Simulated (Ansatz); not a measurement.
# C₇H₁₃NO: up Jacob's ladder to CCSD(T)

The task here is to estimate one member of a computed series from the others.

Program: Ansatz 0.2.0, Gaussian basis. Level of theory: functionals in def2-TZVPP, the program's frozen cores in correlated methods. These are calculated values, not measurements.

The runs, in order: LDA (SPW92), PBE-D4, revPBE-D4, BLYP-D4, r2SCAN-D4, B97M-V, PBE0-D4, B3LYP-D4, r2SCANh-D4, r2SCAN0-D4, HSE06-D4, BHLYP-D4, CAM-B3LYP-D4, LC-ωPBE, ωB97X-V, ωB97M-V, B2PLYP, PBE-QIDH; CCSD(T)/def2-SVP; CCSD(T)/def2-TZVPP; MP2/def2-QZVPP; extrapolation to the limit; RPA on PBE.

**The relaxed structure**

The geometry comes from an earlier relaxation with PBE0-D4 in a triple-zeta def2 set; it is a stationary point, not always the lowest conformer.

SMILES `CC/C(=C/C(C)=O)NC`, 22 atoms, charge 0, spin multiplicity 1.

Atoms are counted from 1 here; the program's logs count them from 0.

Bond lengths: C1–C2 1.527 Å, C1–H10 1.092 Å, C1–H11 1.091 Å, C1–H12 1.092 Å, C2–C3 1.498 Å, C2–H13 1.091 Å, C2–H14 1.094 Å, C3–C4 1.380 Å, C3–N8 1.334 Å, C4–C5 1.427 Å, C4–H15 1.081 Å, C5–C6 1.508 Å, C5–O7 1.241 Å, C6–H16 1.092 Å, C6–H17 1.092 Å, C6–H18 1.090 Å, N8–C9 1.436 Å, N8–H19 1.026 Å and more. Angles: C2–C1–H10 110.7°, C2–C1–H11 110.4°, C2–C1–H12 111.8°, H10–C1–H11 108.3°, H10–C1–H12 108.0°, H11–C1–H12 107.5°, C1–C2–C3 111.9°, C1–C2–H13 109.5°, C1–C2–H14 110.0°, C3–C2–H13 108.2°, C3–C2–H14 110.1°, H13–C2–H14 106.9°, C2–C3–C4 120.3°, C2–C3–N8 118.9°, C4–C3–N8 120.8°, C3–C4–C5 122.6°, C3–C4–H15 118.1°, C5–C4–H15 119.3° and more.

Set-up of the first run:

Contents of in.yaml:

```yaml
crystal:
  periodic: [false, false, false]
  atoms:
    - {symbol: C, position_ang: [-1.268155, -2.273954, 0.168318]}
    - {symbol: C, position_ang: [0.082823, -1.748502, -0.312047]}
    - {symbol: C, position_ang: [0.247743, -0.286738, -0.027066]}
    - {symbol: C, position_ang: [-0.069231, 0.650088, -0.989526]}
    - {symbol: C, position_ang: [0.030800, 2.054599, -0.758855]}
    - {symbol: C, position_ang: [-0.333999, 2.991190, -1.882587]}
    - {symbol: O, position_ang: [0.405720, 2.543655, 0.318179]}
    - {symbol: N, position_ang: [0.658979, 0.090732, 1.184383]}
    - {symbol: C, position_ang: [1.120230, -0.775451, 2.233003]}
    - {symbol: H, position_ang: [-1.368377, -3.338431, -0.053172]}
    - {symbol: H, position_ang: [-2.082067, -1.742115, -0.327707]}
    - {symbol: H, position_ang: [-1.395248, -2.140263, 1.244557]}
    - {symbol: H, position_ang: [0.170036, -1.898251, -1.389388]}
    - {symbol: H, position_ang: [0.892796, -2.316247, 0.154564]}
    - {symbol: H, position_ang: [-0.402692, 0.295657, -1.955148]}
    - {symbol: H, position_ang: [-1.136764, 3.651982, -1.547476]}
    - {symbol: H, position_ang: [0.527248, 3.622718, -2.112321]}
    - {symbol: H, position_ang: [-0.649924, 2.469414, -2.786111]}
    - {symbol: H, position_ang: [0.721436, 1.111246, 1.274773]}
    - {symbol: H, position_ang: [0.397108, -1.559866, 2.469922]}
    - {symbol: H, position_ang: [1.265991, -0.177813, 3.132055]}
    - {symbol: H, position_ang: [2.076146, -1.253654, 1.990251]}
basis:
  gaussian: {orbitals: def2-TZVPP}
hamiltonian: {xc: lda}
output: {orbitals: {seedname: orbitals}}
```

Started as:

```bash
ansatz run in.yaml --threads 4 --pin off --events-out ev --progress --plain --max-ram 66560MiB --backend cuda --devices 0, --max-vram 37GiB
```

Among the steps run: LDA; PBE-D4 (GGA); revPBE-D4 (GGA); BLYP-D4 (GGA); r2SCAN-D4 (meta-GGA); B97M-V (meta-GGA); B3LYP-D4 (hybrid); r2SCANh-D4 (hybrid); r2SCAN0-D4 (hybrid); HSE06-D4 (hybrid); BHLYP-D4 (hybrid); CAM-B3LYP-D4 (range-separated); LC-ωPBE (range-separated); ωB97X-V (range-separated); ωB97M-V (range-separated); B2PLYP (double hybrid); PBE-QIDH (double hybrid).

One table of the session follows, with a row left open; its other results are not shown here.

It belongs to the step «Frontier levels by functional». 

| functional | HOMO (eV) | gap (eV) |
| --- | --- | --- |
| LDA (SPW92) | ? | ? |
| PBE-D4 | -4.94 | 3.35 |
| revPBE-D4 | -4.86 | 3.37 |
| BLYP-D4 | -4.80 | 3.35 |
| r2SCAN-D4 | -5.11 | 3.69 |
| B97M-V | -5.15 | 3.78 |
| PBE0-D4 | -5.96 | 5.26 |
| B3LYP-D4 | -5.78 | 4.87 |
| r2SCANh-D4 | -5.50 | 4.40 |
| r2SCAN0-D4 | -6.09 | 5.49 |
| HSE06-D4 | -5.57 | 4.49 |
| BHLYP-D4 | -6.88 | 7.22 |
| CAM-B3LYP-D4 | -7.19 | 7.58 |
| LC-ωPBE | -8.41 | 9.89 |
| ωB97X-V | -8.11 | 9.54 |
| ωB97M-V | -8.05 | 9.38 |

Estimate the missing values for LDA (SPW92).

**Answer.** HOMO (eV): -5.14; gap (eV): 3.32. In the column «HOMO (eV)» it lies between B97M-V (-5.15) and r2SCAN-D4 (-5.11).
